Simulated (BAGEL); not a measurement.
**CH3ClF2Si (SMILES F[SiH](F)CCl): RI-MP2/def2-SVP (density fitting with qzvpp-jkfit)**

What is the energy change on altering one bond length of CH3ClF2Si at RI-MP2/def2-SVP (density fitting with qzvpp-jkfit)? 

The calculation is run with BAGEL 1.2.2.

1 further run of the same task is left out (set aside as unsound or not needed).

## 1. Starting point

CH3ClF2Si: 8 atoms, total charge 0, spin state singlet. SMILES: `F[SiH](F)CCl`. The shape is that of a GFN2-xTB optimisation. This is one conformer, not always the lowest.

Bond lengths: F1–Si2 1.598 Å, Si2–F3 1.593 Å, Si2–C4 1.898 Å, C4–Cl5 1.794 Å, Si2–H6 1.439 Å, C4–H7 1.088 Å, C4–H8 1.090 Å. Some angles: F1–Si2–F3 102.4°, F1–Si2–C4 107.3°, F3–Si2–C4 109.2°, Si2–C4–Cl5 110.9°, F1–Si2–H6 109.8°, F3–Si2–H6 109.5°, C4–Si2–H6 117.5°, Si2–C4–H7 112.6°, Si2–C4–H8 112.0°, Cl5–C4–H7 106.4°.

## 2. A single-point energy at RI-MP2/def2-SVP (density fitting with qzvpp-jkfit)

The input, input.json:

```json
{ "bagel" : [

{
  "title" : "molecule",
  "basis" : "svp",
  "df_basis" : "qzvpp-jkfit",
  "angstrom" : true,
  "geometry" : [
    { "atom" : "F", "xyz" : [   -0.112730,   -1.117290,    1.786310 ] },
    { "atom" : "Si", "xyz" : [    0.486400,   -0.021870,    0.788250 ] },
    { "atom" : "F", "xyz" : [    1.904910,   -0.641460,    0.410540 ] },
    { "atom" : "C", "xyz" : [   -0.617930,    0.000530,   -0.755770 ] },
    { "atom" : "Cl", "xyz" : [   -0.120740,    1.307930,   -1.878760 ] },
    { "atom" : "H", "xyz" : [    0.676380,    1.221160,    1.487100 ] },
    { "atom" : "H", "xyz" : [   -1.664230,    0.181480,   -0.518450 ] },
    { "atom" : "H", "xyz" : [   -0.552060,   -0.930490,   -1.319220 ] }
  ]
},
{
  "title" : "hf"
},
{
  "title" : "mp2",
  "ncore" : 13
}

]}
```

The run is started by

```bash
$ BAGEL_NUM_THREADS=1 BAGEL input.json > input.out
```

Standard output:

```text
* using 1 threads per process

  ===============================================================
  ===============================================================

  *** Geometry ***

  { "atom" : "F", "xyz" : [     -0.213029,     -2.111372,      3.375637 ] },
  { "atom" : "Si", "xyz" : [      0.919163,     -0.041328,      1.489577 ] },
  { "atom" : "F", "xyz" : [      3.599758,     -1.212184,      0.775808 ] },
  { "atom" : "C", "xyz" : [     -1.167718,      0.001002,     -1.428198 ] },
  { "atom" : "Cl", "xyz" : [     -0.228166,      2.471629,     -3.550342 ] },
  { "atom" : "H", "xyz" : [      1.278173,      2.307658,      2.810212 ] },
  { "atom" : "H", "xyz" : [     -3.144939,      0.342947,     -0.979729 ] },
  { "atom" : "H", "xyz" : [     -1.043242,     -1.758371,     -2.492964 ] },

  Number of auxiliary basis functions:      539

  Since a DF basis is specified, we compute 2- and 3-index integrals:
    o Being stored without compression. Storage requirement is 0.037 GB

  Number of basis functions:       93
  Number of electrons      :       58

    * METHOD: MOLECULE                             0.24

  *** RHF ***

  === Nuclear Repulsion ===
   295.1813248161

      * DIIS with orbital gradients will be used.

  === RHF iteration (svp) ===
      0       -986.40379587          0.01746830           0.09
      1       -986.55030799          0.01077509           0.08
      2       -986.62154472          0.00104101           0.08
      3       -986.62256560          0.00023636           0.08
      4       -986.62260649          0.00006085           0.08
      5       -986.62260951          0.00001491           0.08
      6       -986.62260977          0.00000441           0.08
      7       -986.62260980          0.00000111           0.08
      8       -986.62260980          0.00000041           0.08
      9       -986.62260980          0.00000019           0.08
     10       -986.62260980          0.00000006           0.08
     11       -986.62260980          0.00000002           0.08
     12       -986.62260980          0.00000001           0.08
    * SCF iteration converged.

    * Permanent dipole moment:
           (    0.654222,    -0.211941,    -0.077441) a.u.

    * METHOD: HF                                   1.27

  *** RHF ***

  === Nuclear Repulsion ===
   295.1813248161

      * DIIS with orbital gradients will be used.

  === RHF iteration (svp) ===
      0       -986.62260980          0.00000000           0.08
    * SCF iteration converged.

    * Permanent dipole moment:
           (    0.654221,    -0.211941,    -0.077440) a.u.

  === DF-MP2 calculation ===

    * freezing 13 orbitals
    * 3-index integral transformation done
    * assembly done

      MP2 correlation energy:   -0.7342178175      0.05

      MP2 total energy:       -987.3568276224

    * METHOD: MP2                                  0.23

  ===============================================================
```

It took 1.9 s on 1 thread of Arm Neoverse V2, shared host; peak memory 0.15 GiB.

## 3. The distorted shape at the same level

The input, mp2.json:

```json
{ "bagel": [

{
  "title": "molecule",
  "basis": "svp",
  "df_basis": "qzvpp-jkfit",
  "angstrom": true,
  "geometry": [
    { "atom": "F", "xyz": [   -0.261888,   -1.509512,    2.123209 ] },
    { "atom": "Si", "xyz": [    0.337242,   -0.414092,    1.125149 ] },
    { "atom": "F", "xyz": [    1.755752,   -1.033682,    0.747439 ] },
    { "atom": "C", "xyz": [   -0.767088,   -0.391692,   -0.418871 ] },
    { "atom": "Cl", "xyz": [   -0.120740,    1.307930,   -1.878760 ] },
    { "atom": "H", "xyz": [    0.527222,    0.828938,    1.823999 ] },
    { "atom": "H", "xyz": [   -1.813388,   -0.210742,   -0.181551 ] },
    { "atom": "H", "xyz": [   -0.701218,   -1.322712,   -0.982321 ] }
  ]
},
{ "title": "hf" },
{ "title": "mp2", "ncore": 13 }

]}
```

The run is started by

```bash
$ BAGEL_NUM_THREADS=1 BAGEL mp2.json > mp2.out
```

Standard output:

```text
* using 1 threads per process

  ===============================================================
  ===============================================================

  *** Geometry ***

  { "atom" : "F", "xyz" : [     -0.494897,     -2.852564,      4.012284 ] },
  { "atom" : "Si", "xyz" : [      0.637295,     -0.782520,      2.126223 ] },
  { "atom" : "F", "xyz" : [      3.317890,     -1.953376,      1.412455 ] },
  { "atom" : "C", "xyz" : [     -1.449586,     -0.740191,     -0.791551 ] },
  { "atom" : "Cl", "xyz" : [     -0.228166,      2.471629,     -3.550342 ] },
  { "atom" : "H", "xyz" : [      0.996305,      1.566466,      3.446859 ] },
  { "atom" : "H", "xyz" : [     -3.426807,     -0.398245,     -0.343082 ] },
  { "atom" : "H", "xyz" : [     -1.325110,     -2.499563,     -1.856318 ] },

  Number of auxiliary basis functions:      539

  Since a DF basis is specified, we compute 2- and 3-index integrals:
    o Being stored without compression. Storage requirement is 0.037 GB

  Number of basis functions:       93
  Number of electrons      :       58

    * METHOD: MOLECULE                             0.24

  *** RHF ***

  === Nuclear Repulsion ===
   277.4168252808

      * DIIS with orbital gradients will be used.

  === RHF iteration (svp) ===
      0       -986.34029524          0.01766792           0.09
      1       -986.48888541          0.01118471           0.08
      2       -986.56588898          0.00106875           0.08
      3       -986.56695391          0.00027049           0.08
      4       -986.56700709          0.00006434           0.08
      5       -986.56701071          0.00001905           0.08
      6       -986.56701110          0.00000571           0.08
      7       -986.56701116          0.00000177           0.08
      8       -986.56701117          0.00000073           0.08
      9       -986.56701117          0.00000034           0.08
     10       -986.56701117          0.00000008           0.08
     11       -986.56701117          0.00000003           0.08
     12       -986.56701117          0.00000001           0.08
     13       -986.56701117          0.00000000           0.08
    * SCF iteration converged.

    * Permanent dipole moment:
           (    0.808672,     0.280178,    -0.558172) a.u.

    * METHOD: HF                                   1.37

  *** RHF ***

  === Nuclear Repulsion ===
   277.4168252808

      * DIIS with orbital gradients will be used.

  === RHF iteration (svp) ===
      0       -986.56701117          0.00000000           0.08
    * SCF iteration converged.

    * Permanent dipole moment:
           (    0.808672,     0.280178,    -0.558172) a.u.

  === DF-MP2 calculation ===

    * freezing 13 orbitals
    * 3-index integral transformation done
    * assembly done

      MP2 correlation energy:   -0.7340800964      0.05

      MP2 total energy:       -987.3010912666

    * METHOD: MP2                                  0.23

  ===============================================================
```

Wall time 2 s (1 thread of Arm Neoverse V2, shared host); peak memory 0.15 GiB.

## 4. What came out

At RI-MP2/def2-SVP (density fitting with qzvpp-jkfit), 13 core orbitals frozen:

```
                                                          quantity          value
                                         first shape: total energy  -987.35683 Eh
         first shape: correlation energy (13 core orbitals frozen)     -734.2 mEh
                                     distorted shape: total energy  -987.30109 Eh
     distorted shape: correlation energy (13 core orbitals frozen)     -734.1 mEh
energy change with the C4–Cl5 bond stretched from 1.794 to 2.332 Å       1.517 eV
```

With the C4–Cl5 bond stretched from 1.794 to 2.332 Å the energy rises by 1.52 eV (35 kcal/mol). The first shape isn't relaxed at this level, so the change isn't measured from a minimum.
